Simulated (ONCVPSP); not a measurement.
# Pseudopotential generation for Hf: ONCV, LDA (Perdew-Wang 92)

Do these settings give a usable potential? It is generated, then checked for transferability, scattering, ghosts and hardness.

Method: ONCVPSP 4.0.1, LDA (Perdew-Wang 92), fully relativistic.

## 1. The atom and the settings

The settings as typed:

- element: hafnium (Hf, Z = 72)
- type: optimised norm-conserving Vanderbilt (ONCV)
- frozen core: [Xe]
- valence charge: 18
- reference configuration: 4f14 5d2 6s1.5 (charge +0.5)
- partial waves: 6s: rc 2.70 bohr, ncon 4, nbas 7, qcut 2.1 1/bohr, 2 projectors, debl 1.2 Ha; p scattering state at 0.24 Ha: rc 3.50 bohr, ncon 4, nbas 7, qcut 2.4 1/bohr, 1 projector; 5d: rc 3.25 bohr, ncon 3, nbas 8, qcut 4.5 1/bohr, 2 projectors, debl 3.2 Ha; 4f: rc 0.95 bohr, ncon 4, nbas 8, qcut 20.7 1/bohr, 2 projectors, debl 3.5 Ha
- local potential: polynomial inside 0.60 bohr (lpopt 5, dvloc0 1 Ha)
- core correction: Teter function, fcfact 2.75, rcfact 1.15

The nodes and maxima of the atom's own shells, from an earlier all-electron run, set the scale for the radii.

All-electron outer shells of the reference configuration (LDA (PZ), scalar-relativistic, ld1.x):

```json
{"shell": "5p", "level (eV)": "-39.06", "outermost node (bohr)": "0.60", "outermost maximum (bohr)": "1.16"}
{"shell": "4f", "level (eV)": "-20.38", "outermost node (bohr)": "–", "outermost maximum (bohr)": "0.45"}
{"shell": "6s", "level (eV)": "-8.17", "outermost node (bohr)": "1.36", "outermost maximum (bohr)": "2.82"}
{"shell": "5d", "level (eV)": "-6.04", "outermost node (bohr)": "0.67", "outermost maximum (bohr)": "1.69"}
{"shell": "6p", "level (eV)": "-3.89", "outermost node (bohr)": "1.65", "outermost maximum (bohr)": "3.80"}
```

## 2. Generation

Hf.dat

```
# ATOM AND REFERENCE CONFIGURATION
# atsym  z   nc   nv     iexc    psfile
  Hf 72.00   11    3  -001012      upf
#
#   n    l    f
    1    0    2.00
    2    0    2.00
    2    1    6.00
    3    0    2.00
    3    1    6.00
    3    2   10.00
    4    0    2.00
    4    1    6.00
    4    2   10.00
    5    0    2.00
    5    1    6.00
    4    3   14.00
    5    2    2.00
    6    0    1.50
#
# PSEUDOPOTENTIAL AND OPTIMIZATION
# lmax
    3
#
#   l,   rc,      ep,       ncon, nbas, qcut
    0    2.70    0.00    4    7    2.10
    1    3.50    0.24    4    7    2.40
    2    3.25    0.00    3    8    4.50
    3    0.95    0.00    4    8   20.70
#
# LOCAL POTENTIAL
# lloc, lpopt,  rc(5),   dvloc0
    4    5    0.60    1.00
#
# VANDERBILT-KLEINMAN-BYLANDER PROJECTORs
# l, nproj, debl
    0    2    1.20
    1    1    3.50
    2    2    3.20
    3    2    3.50
#
# MODEL CORE CHARGE
# icmod, fcfact, rcfact
    3    2.75    1.15
#
# LOG DERIVATIVE ANALYSIS
# epsh1, epsh2, depsh
   -2.00    5.00    0.02
#
# OUTPUT GRID
# rlmax, drl
    6.00    0.01
#
# TEST CONFIGURATIONS
# ncnf
    4
# nvcnf
#   n    l    f
    3
    4    3   14.00
    5    2    2.00
    6    0    2.00
#
    3
    4    3   14.00
    5    2    2.00
    6    0    1.00
#
    3
    4    3   14.00
    5    2    2.00
    6    0    0.00
#
    4
    4    3   14.00
    5    2    1.00
    6    0    2.00
    6    1    1.00
#
```

Launch:

```
oncvpspr.x < Hf.dat > Hf.out
```

Q: Predict the outcome of this session. Wanted: cutoffs for 1 and 0.1 mHa per electron, occupied waves; bound ghosts; GHOST(+) flags; largest test error; largest phase difference near zero energy, channels read; rms error of d²Exc/dn², without and with the model core; projector energies reset by the program.

As calculated:

| quantity | value |
| --- | --- |
| cutoffs for 1 and 0.1 mHa per electron, occupied waves | 167 Ha and 183 Ha |
| bound ghosts | s at -983.88 eV, s at -210.18 eV, p3/2 at -680.44 eV, p3/2 at -79.28 eV and 4 more |
| GHOST(+) flags | s at 67 eV |
| largest test error (AE − PS) | +32 meV, for 4f14 5d1 6s2 6p1 |
| largest phase difference near zero energy, channels read | 0.103 rad |
| rms error of d²Exc/dn², without and with the model core | 11.20 and 10.42 mHa |
| projector energies reset by the program | p: 0.050 Ha |

In words: It has a bound ghost (s, p3/2, d5/2, p1/2, d3/2), a state that the atom doesn't have, and that rules the file out. By total energies transferability is fair: the largest error is 32 meV on 1.3 eV, for 4f14 5d1 6s2 6p1. It counts as very hard, with 167 Ha needed at the looser tolerance. At the looser tolerance the 4f wave is the slowest; 5d needs 7 Ha. Of the channels read, d3/2 scatters worst near zero energy, by up to 0.10 rad. In the d3/2 channel the atom's pole at -0.09 Ha sits lower, at -1.85 Ha, in the pseudo curve. The program also flags highly localised states, GHOST(+) (s).
